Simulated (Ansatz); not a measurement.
## Tl2Au, space group I4/mcm: a convergence test of the k-point mesh, step by step

Program: Ansatz's Python interface.

Run as a notebook:

**Cell 1**
```python
from dataclasses import dataclass
import warnings

import ansatz as az
import matplotlib.pyplot as plt
```

**Cell 2**
```python
@dataclass
class RunConfig:
    functional: str = "r2scan"


cfg = RunConfig()
```

**Cell 3**
```python
warnings.simplefilter("ignore", az.DeckWarning)

cell = (
    az.Lattice.from_parameters(7.26, 7.26, 5.6, alpha=90, beta=90, gamma=90)
    .space_group(140, hermann_mauguin="I4/mcm")
    .atom("Tl", (0.16, 0.66, 0.5))
    .atom("Au", (0.0, 0.0, 0.75))
    .primitive()
)
```

**Cell 4**
```python
job = (
    cell.calculation()
    .functional(cfg.functional)
    .occupations(az.OccupationsMethod.FERMI_DIRAC)
    .stress()
)
```

**Cell 5**
```python
rows = []
for value in [1.0, 0.6, 0.4, 0.3]:
    data = job.kpoints(spacing=value).run(threads=1, backend="cpu").report
    rows.append((value, data["free_energy_ev"] / len(data["lattice"]["sites"]), data["n_iterations"], sum(data["stress_gpa"][i][i] for i in range(3)) / 3, data["n_kpoints"]))
```

**Cell 6**
```python
print("spacing (1/A)   F/atom (eV)    iterations       P (GPa)      k-points")
for row in rows:
    print(f"{str(row[0]):>12s}  {row[1]:12.5f}  {row[2]:12d}  {row[3]:12.3f}  {row[4]:12d}")
```
Output:
```text
spacing (1/A)   F/atom (eV)    iterations       P (GPa)      k-points
         1.0  -12026.88732             8         1.108             4
         0.6  -12026.91140             8         2.391             6
         0.4  -12026.90275             8         2.718            13
         0.3  -12026.92978             8         2.348            18
```

**Cell 7**
```python
# differences from the last row
for row in rows[:-1]:
    shift = 1000 * (row[1] - rows[-1][1])
    print(f"{row[0]}: {shift:+.2f} meV/atom" + ("  (within 1 meV)" if abs(shift) < 1 else ""))
plt.figure(figsize=(4.5, 3))
plt.plot([str(row[0]) for row in rows], [1000 * (row[1] - rows[-1][1]) for row in rows], "o-")
plt.xlabel("spacing (1/A)")
plt.ylabel("F - F(last) (meV/atom)")
plt.tight_layout()
plt.savefig("kconv.png", dpi=100)
```
Output:
```text
1.0: +42.46 meV/atom
0.6: +18.39 meV/atom
0.4: +27.03 meV/atom
```

What to keep in mind:
- Pressure is positive in compression.
- Spin-orbit coupling, which matters for elements this heavy, is left out.
- The structure is a deposited one; some such entries were measured under pressure or heat, so a shift against it needn't be the functional's error alone.
- Shifts are counted from the finest mesh, which is itself no proven limit.
- Wall time of the script: 43 s on 1 thread of Arm Neoverse V2, with other jobs on the host, peak memory 0.95 GiB.
